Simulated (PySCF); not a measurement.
# GaH₅S: magnetic properties

Programs: PySCF 2.14.0, with routines of our own; each step states its level. All values are computed. Atoms count from 0.

## Step 1: The system as given

7 atoms, charge 0, multiplicity 1; geometry from: GFN2-xTB.

## Step 2: Magnetic properties: GIAO B3LYP/def2-SVP

The job: settings as JSON, then the geometry in Å.

```
{"job": {"kind": "mag", "xc": "B3LYP", "basis": "def2-SVP"}, "charge": 0, "multiplicity": 1}
Ga     0.135150    -0.228190    -1.006970
S      0.147170    -0.250200     1.512210
H      0.511150     1.032540     1.566350
H     -1.151550     0.052790     1.561520
H      1.654590    -0.188910    -1.262680
H     -0.645400     1.112110    -1.113390
H     -0.651100    -1.530120    -1.257050
```

Level: GIAO B3LYP/def2-SVP magnetisability, rotational g tensor and spin-rotation constants, non-relativistic, gas phase.

Command:

```
> OMP_NUM_THREADS=1 python excited_run.py task.json out
```

One launch serves the whole session: the jobs run in the order shown.

Q: Estimate the wall time and peak memory of this first job on 1 thread of Arm Neoverse V1, shared host.

About 4.4 s, with a peak of 0.44 GiB.
